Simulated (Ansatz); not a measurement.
# O (fcc type): how the settings move a single-point run

Aim: see which settings change the result for O (fcc type), by how much, and at what cost.

Computed with Ansatz 0.2.0 (reference: DFT, LDA, PAW with Ansatz's default frozen-core files, scalar-relativistic, unless a step's input says otherwise).

## 1. Starting point

It takes space group Fm-3m (No. 225, cubic). Conventional cell: a = 2.960 Å, b = 2.960 Å, c = 2.960 Å, α = 90.00°, β = 90.00°, γ = 90.00°. O (site symmetry m-3m) is surrounded by 12 O at 2.09 Å.

Coordinates:

```cif
data_structure
_symmetry_space_group_name_H-M 'P 1'
_symmetry_Int_Tables_number 1
_cell_length_a 2.0933
_cell_length_b 2.0933
_cell_length_c 2.0933
_cell_angle_alpha 60.000
_cell_angle_beta 60.000
_cell_angle_gamma 60.000
_cell_volume 6.49
loop_
_atom_site_label
_atom_site_type_symbol
_atom_site_fract_x
_atom_site_fract_y
_atom_site_fract_z
_atom_site_occupancy
O1 O 0.00000 0.00000 0.00000 1
```

## 2. Reference

File input.yaml:

```yaml
crystal:
  lattice:
    - [0.0, 1.4802206848, 1.4802206848]
    - [1.4802206848, 0.0, 1.4802206848]
    - [1.4802206848, 1.4802206848, 0.0]
  atoms:
    - { symbol: O, position: [0.0, 0.0, 0.0] }
kpoints:
  mp_grid: { grid: [18, 18, 18] }
scf:
  occupations: { method: fermi_dirac, width: 0.08 }
hamiltonian:
  xc: lda
  pseudopotentials: { kind: paw }
output:
  forces: true
  stress: true
  eigenvalues: true
  populations: true
  write_density: true
  write_potential: true
  elf: true
  volumetric_format: npy
```

Launch:

```sh
ansatz run input.yaml --threads 1 --pin off --max-ram 2048MiB --backend cpu --events-out ev --progress --plain --runs-dir out
```

## 3. Changed: starting moments, spin_polarized true

Edit input.yaml of step 2 so:

```diff
@@ -6,3 +6,3 @@
   atoms:
-    - { symbol: O, position: [0.0, 0.0, 0.0] }
+    - { symbol: O, position: [0.0, 0.0, 0.0], spin: 2.0 }
 kpoints:
@@ -23 +23,3 @@
   volumetric_format: npy
+magnetization:
+  spin_polarized: true
```

**Question.** What will these runs give? Wanted: for each run, ending; energy change; pressure; gap; force.

As calculated:

| run | ending | energy change | pressure (GPa) | gap (eV) | force (eV/Å) | cycles | time |
| --- | --- | --- | --- | --- | --- | --- | --- |
| reference | converged | 0 | 26.6 | 0.00 | 0.00 | 6 | 1.3 s |
| 1: starting moments, spin_polarized true | converged | 0.0 meV/atom | 26.6 | 0.00 | 0.00 | 17 | 4.7 s |

Residual by cycle in the longest SCF loop of each run; runs are numbered as in the table. The quantity is the density residual dr2, in eV.

| cycle | reference | run 1 |
| --- | --- | --- |
| 1 | 0.0114 | 0.013 |
| 2 | 8.3e-4 | 0.00219 |
| 4 | 3.4e-6 | 4.9e-4 |
| 5 | 2.6e-8 | 0.00566 |
| 7 | - | 9.3e-4 |
| 8 | - | 0.0236 |
| 10 | - | 0.00311 |
| 11 | - | 0.00226 |
| 13 | - | 6.0e-5 |
| 14 | - | 1.8e-6 |
| 16 | - | 8.1e-11 |
| 17 | - | 1.4e-13 |

What this shows: With the changed spin polarisation the energy stays within 0.5 meV/atom: no moment survives, so both runs end on the same non-magnetic state. Semilocal functionals close small gaps, so the missing gap need not be the real solid's. The structure is not at rest: the sound run finds 27 GPa, so these are no properties of the relaxed crystal. 
